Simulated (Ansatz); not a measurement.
# Si₃Ge₃H₁₂: small, medium and large basis sets

One table from this session's results is given with a row withheld; the runs are named, their logs left out.

The runs use Ansatz 0.2.0, Gaussian basis; one geometry, several basis sets.

The runs, in order: PBE0-D4/def2-SVP; ωB97M-V/def2-SVP; PBE0-D4/def2-QZVPP; ωB97M-V/def2-QZVPP; the functionals' def2-TZVPP values are taken from earlier runs.

## Structure used throughout

All runs share one geometry, relaxed beforehand with PBE0-D4 in a triple-zeta def2 set.

SMILES `[SiH2]1[GeH2][SiH2][GeH2][SiH2][GeH2]1`, 18 atoms, charge 0, spin multiplicity 1.

Atoms are counted from 1 here; the program's logs count them from 0.

Bond lengths: Si1–Ge2 2.380 Å, Si1–Ge6 2.386 Å, Si1–H7 1.489 Å, Si1–H8 1.490 Å, Ge2–Si3 2.387 Å, Ge2–H9 1.542 Å, Ge2–H10 1.540 Å, Si3–Ge4 2.387 Å, Si3–H11 1.489 Å, Si3–H12 1.489 Å, Ge4–Si5 2.380 Å, Ge4–H13 1.542 Å, Ge4–H14 1.540 Å, Si5–Ge6 2.387 Å, Si5–H15 1.490 Å, Si5–H16 1.489 Å, Ge6–H17 1.541 Å, Ge6–H18 1.541 Å. Angles: Ge2–Si1–Ge6 108.4°, Ge2–Si1–H7 112.0°, Ge2–Si1–H8 108.5°, Ge6–Si1–H7 110.8°, Ge6–Si1–H8 108.9°, H7–Si1–H8 108.3°, Si1–Ge2–Si3 108.6°, Si1–Ge2–H9 108.5°, Si1–Ge2–H10 112.1°, Si3–Ge2–H9 108.9°, Si3–Ge2–H10 110.8°, H9–Ge2–H10 107.8°, Ge2–Si3–Ge4 109.9°, Ge2–Si3–H11 109.4°, Ge2–Si3–H12 109.9°, Ge4–Si3–H11 109.9°, Ge4–Si3–H12 109.4°, H11–Si3–H12 108.4° and more.

Set-up of the first run:

File in.yaml:

```yaml
crystal:
  periodic: [false, false, false]
  atoms:
    - {symbol: Si, position_ang: [0.071496, 2.120010, -0.542491]}
    - {symbol: Ge, position_ang: [1.837437, 1.018821, 0.612904]}
    - {symbol: Si, position_ang: [2.009991, -1.214105, -0.211832]}
    - {symbol: Ge, position_ang: [-0.155342, -2.035828, -0.788507]}
    - {symbol: Si, position_ang: [-1.747985, -1.107029, 0.717160]}
    - {symbol: Ge, position_ang: [-2.002429, 1.211404, 0.211387]}
    - {symbol: H, position_ang: [0.106255, 3.594292, -0.339965]}
    - {symbol: H, position_ang: [0.216908, 1.845075, -1.999369]}
    - {symbol: H, position_ang: [1.487335, 0.972177, 2.113653]}
    - {symbol: H, position_ang: [3.179071, 1.760686, 0.465013]}
    - {symbol: H, position_ang: [2.894093, -1.230888, -1.409718]}
    - {symbol: H, position_ang: [2.611528, -2.094050, 0.827728]}
    - {symbol: H, position_ang: [-0.502297, -1.571571, -2.217166]}
    - {symbol: H, position_ang: [-0.175564, -3.575867, -0.775829]}
    - {symbol: H, position_ang: [-1.221527, -1.242632, 2.104119]}
    - {symbol: H, position_ang: [-3.058522, -1.809171, 0.644718]}
    - {symbol: H, position_ang: [-2.472804, 1.971558, 1.466431]}
    - {symbol: H, position_ang: [-3.077634, 1.387109, -0.878227]}
basis:
  gaussian: {orbitals: def2-SVP}
hamiltonian: {xc: pbe0, dispersion: d4}
output: {orbitals: {seedname: orbitals}}
```

Among the steps run: PBE0-D4 in def2-SVP; ωB97M-V in def2-SVP; PBE0-D4 in def2-QZVPP; ωB97M-V in def2-QZVPP.

One of the session's tables, all rows but one given; the rest of the session is left out.

It belongs to the step «Density functionals: the series». 

```
functional       basis  HOMO (eV)
   PBE0-D4    def2-SVP          ?
   PBE0-D4  def2-TZVPP      -7.59
   PBE0-D4  def2-QZVPP      -7.58
   ωB97M-V    def2-SVP      -9.51
   ωB97M-V  def2-TZVPP      -9.51
   ωB97M-V  def2-QZVPP      -9.51
```

Estimate the missing values for PBE0-D4, def2-SVP.

**Answer.** HOMO (eV): -7.63. In the column «HOMO (eV)» it lies between ωB97M-V, def2-QZVPP (-9.51) and PBE0-D4, def2-TZVPP (-7.59).
